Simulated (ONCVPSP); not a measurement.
# Pseudopotential generation for O: ONCV, PBE

Task: generate the file, and judge it by its errors in other configurations, its logarithmic derivatives, its ghosts and its cutoff.

Program: ONCVPSP 4.0.1. Reference atom: PBE, non-relativistic, spherical and spin-unpolarised. All values are calculated.

## Step 1: The atom and the settings

Typed settings, in words:

- element: oxygen (O, Z = 8)
- type: optimised norm-conserving Vanderbilt (ONCV)
- frozen core: [He]
- valence charge: 6
- reference configuration: 2s2 2p3 (charge +1)
- partial waves: 2s: rc 0.85 bohr, ncon 3, nbas 7, qcut 9.6 1/bohr, 1 projector; 2p: rc 1.05 bohr, ncon 5, nbas 8, qcut 12.2 1/bohr, 2 projectors, debl 0.6 Ha; d scattering state at 0.13 Ha: rc 1.00 bohr, ncon 4, nbas 7, qcut 9.7 1/bohr, 2 projectors, debl 1.8 Ha
- local potential: polynomial inside 0.65 bohr (lpopt 5, dvloc0 -1 Ha)
- core correction: not asked for

An earlier all-electron run gives the scale for the radii.

All-electron outer shells of the reference configuration (PBE, non-relativistic, ld1.x):

```
shell  level (eV)  outermost node (bohr)  outermost maximum (bohr)
   1s     -533.13                      –                      0.13
   2s      -39.61                   0.28                      0.86
   2p      -24.46                      –                      0.79
```

## Step 2: Generation

The input, O.dat:

```
# ATOM AND REFERENCE CONFIGURATION
# atsym  z   nc   nv     iexc    psfile
  O 8.00    1    2        4      upf
#
#   n    l    f
    1    0    2.00
    2    0    2.00
    2    1    3.00
#
# PSEUDOPOTENTIAL AND OPTIMIZATION
# lmax
    2
#
#   l,   rc,      ep,       ncon, nbas, qcut
    0    0.85    0.00    3    7    9.60
    1    1.05    0.00    5    8   12.20
    2    1.00    0.13    4    7    9.70
#
# LOCAL POTENTIAL
# lloc, lpopt,  rc(5),   dvloc0
    4    5    0.65   -1.00
#
# VANDERBILT-KLEINMAN-BYLANDER PROJECTORs
# l, nproj, debl
    0    1    2.80
    1    2    0.60
    2    2    1.80
#
# MODEL CORE CHARGE
# icmod, fcfact, rcfact
    0    0.00    0.00
#
# LOG DERIVATIVE ANALYSIS
# epsh1, epsh2, depsh
   -3.00    5.00    0.02
#
# OUTPUT GRID
# rlmax, drl
    6.00    0.01
#
# TEST CONFIGURATIONS
# ncnf
    4
# nvcnf
#   n    l    f
    2
    2    0    2.00
    2    1    4.00
#
    2
    2    0    2.00
    2    1    2.00
#
    2
    2    0    2.00
    2    1    1.00
#
    2
    2    0    2.00
    2    1    0.00
#
```

Launch:

```
$ oncvpspnr.x < O.dat > O.out
```

**Question.** What will these runs give? Wanted: cutoffs for 1 and 0.1 mHa per electron, occupied waves; bound ghosts; GHOST(+) flags; largest test error; largest phase difference near zero energy, channels read; projector energies reset by the program.

**Answer**, as computed:

| quantity | value |
| --- | --- |
| cutoffs for 1 and 0.1 mHa per electron, occupied waves | 57 Ha and 68 Ha |
| bound ghosts | none found |
| GHOST(+) flags | none at low energy |
| largest test error (AE − PS) | +656 meV, for 2s2 2p0 |
| largest phase difference near zero energy, channels read | 0.004 rad |
| projector energies reset by the program | p: -0.899, 0.250 Ha |

What this shows: By total energies transferability is poor: the largest error is 656 meV on 164.4 eV, for 2s2 2p0. That test lies far up in energy; among those under 40 eV, nearer to bonding, the largest error is 20 meV. It counts as hard, with 57 Ha needed at the looser tolerance. At the looser tolerance the 2p wave is the slowest; 2s needs 38 Ha. No bound ghost shows below the valence levels. Near zero energy the phases of the channels with partial waves agree within 0.004 rad. All of this concerns the isolated atom, not yet a solid.
